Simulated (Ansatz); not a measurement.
Crystal: TiBr2.

```
CELL_PARAMETERS angstrom
2.07167 1.19608 6.26345
-2.07167 1.19608 6.26345
0.00000 -2.39216 6.26345
ATOMIC_POSITIONS crystal
Ti 0.00000 0.00000 0.00000
Br 0.25200 0.25200 0.25200
Br 0.74800 0.74800 0.74800
```

The cell was built by a generator and needn't be a form met in nature.

Alike in all runs: program Ansatz 0.2.0; functional LDA; potentials or basis Ansatz PAW; cutoff 420 eV (not typed: the program's choice for these potentials); k mesh 5 × 5 × 5; occupations gaussian, width 0.05 eV; hubbard terms Ti d U = 7 eV.

The same cell was started in several ways:

```tsv
start	free energy over the lowest (meV/atom)	net moment (μB)	site or absolute moments (μB)	gap
collinear spin, random start of up to 0.69 μB	0.0	-2.00	Ti -1.72; Br +0.02	3.64 eV
collinear spin, program default start; fixed moment 0	152.9	0.00	absolute 1.33	-
collinear spin, ferromagnetic start of up to 1 μB	0.0	2.00	Ti +1.72; Br -0.02	3.64 eV
```

Runs with fixed or held moments lie higher by the price of the constraint. A still lower state may exist.

Caveats: the magnetic or orbital state may not be the lowest; odd divisions of the mesh miss points on the zone boundary, where band edges often lie, so the gap on the mesh can be too wide (some runs); the total moment is fixed, so each spin has its own Fermi level (some runs).
